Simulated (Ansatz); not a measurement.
The system is MoSe.

```
CELL_PARAMETERS angstrom
0.00000 2.89288 2.89288
2.89288 0.00000 2.89288
2.89288 2.89288 0.00000
ATOMIC_POSITIONS crystal
Mo 0.00000 0.00000 0.00000
Se 0.50000 0.50000 0.50000
```

The cell was built by a generator and needn't be a form met in nature.

Program: Ansatz 0.2.0. Alike in all runs: task single point; potentials or basis Ansatz PAW; cell as given; k mesh 4 × 4 × 4; cutoff (eV) 420; smearing fermi-dirac 0.05 eV; the mesh is coarse, so values aren't converged.

Order these runs on this cell by their pressure, lowest first.
A. level HSE06; spin SOC, no magnetisation
B. level HSE06 form with a typed share of exact exchange; spin off; screening (1/Å) 0.2; share of exact exchange 0.3
C. level PBEsol0; spin off
D. level HSE06 form with a typed share of exact exchange; spin off; screening (1/Å) 0.6; share of exact exchange 0.25
E. level B3LYP; spin off

C (-27.1 GPa), B (-24.0 GPa), D (-22.3 GPa), E (-19.2 GPa), A (-15.5 GPa).

Caveats: all runs use coarse meshes; the PAW data sets come from PBE, with cores solved anew for the run's functional, which leaves a small shift of forces and pressure; the thresholds are loose for stress; so large a pressure means that the cell lies far from this level's equilibrium, or that cutoff or potentials fall short (some runs).
